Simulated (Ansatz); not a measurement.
Na3BrO, space group Pm-3m, densities of the highest filled and lowest empty bands

Run with Ansatz's Python interface.

The script, `na3bro_partial.py`:
```python
from collections import Counter
import itertools
import json

import ansatz as az
import numpy as np

xtal = (
    az.Lattice.of((4.53313, 0.0, 0.0), (0.0, 4.53313, 0.0), (0.0, 0.0, 4.53313))
    .atom("Na", (0.0, 0.5, 0.5))
    .atom("Na", (0.5, 0.0, 0.5))
    .atom("Na", (0.5, 0.5, 0.0))
    .atom("Br", (0.0, 0.0, 0.0))
    .atom("O", (0.5, 0.5, 0.5))
)

calc = (
    xtal.calculation()
    .functional(az.Functional.PBESOL)
    .kpoints(4, 4, 4)
    .basis(21 * az.Ha)
    .pseudopotentials("paw")
    .occupations("fixed")
    .band_densities([("v3", "v1"), ("c1", "c1")])
)
result = calc.run(events_out="events.ndjson")
summary = result.report
with open("events.ndjson") as stream:
    kinds = Counter(json.loads(line)["event"] for line in stream)
print("events:", {kind: kinds[kind] for kind in ("scf_iter", "scf_done", "notice", "finished")})
cell = np.asarray(result.lattice.cell_ang)
for names, window in zip([("v3", "v1"), ("c1", "c1")], result.band_densities().windows):
    density = window.outcome.density
    rho = density.channels[0].density_e_per_ang3
    axes = density.fft_grid_basis @ cell
    points = np.stack(np.meshgrid(*(np.arange(n) / n for n in rho.shape), indexing="ij"), axis=-1)
    print("bands", names, "electrons", np.round(window.outcome.n_electrons, 3), "peak", round(float(rho.max()), 3), "e/A^3")
    for index, site in enumerate(result.lattice.sites):
        offset = points - np.asarray(site.position_ang) @ np.linalg.inv(axes)
        offset -= np.round(offset)
        distance = np.min([np.linalg.norm((offset + image) @ axes, axis=-1) for image in itertools.product((-1, 0, 1), repeat=3)], axis=0)
        print(f"   {index} {site.symbol:2s} {100 * rho[distance < 1.0].sum() / rho.sum():5.1f} % within 1.0 A")
```

Output of `python na3bro_partial.py`:
```text
events: {'scf_iter': 7, 'scf_done': 1, 'notice': 2, 'finished': 1}
bands ('v3', 'v1') electrons [6.] peak 4.705 e/A^3
   0 Na   1.1 % within 1.0 A
   1 Na   1.1 % within 1.0 A
   2 Na   1.1 % within 1.0 A
   3 Br   2.4 % within 1.0 A
   4 O   66.6 % within 1.0 A
bands ('c1', 'c1') electrons [2.] peak 0.338 e/A^3
   0 Na   2.7 % within 1.0 A
   1 Na   2.7 % within 1.0 A
   2 Na   2.7 % within 1.0 A
   3 Br   8.1 % within 1.0 A
   4 O    9.6 % within 1.0 A
```

Notes:
- This cell is a computed structure, which may not be the phase found in nature.
- The windows are summed over all k-points with every state counted as full, the empty ones too; where a window cuts a degenerate level its bands share the weight. Values near the nuclei depend on the potentials. Spheres that overlap count density twice, so shares are no populations.
- Hardware and time: 3.1 s on 1 thread of Arm Neoverse V1, with other jobs on the host, peak memory 0.4 GiB.

(Lines on the test bed's own set-up are left out of the output.)
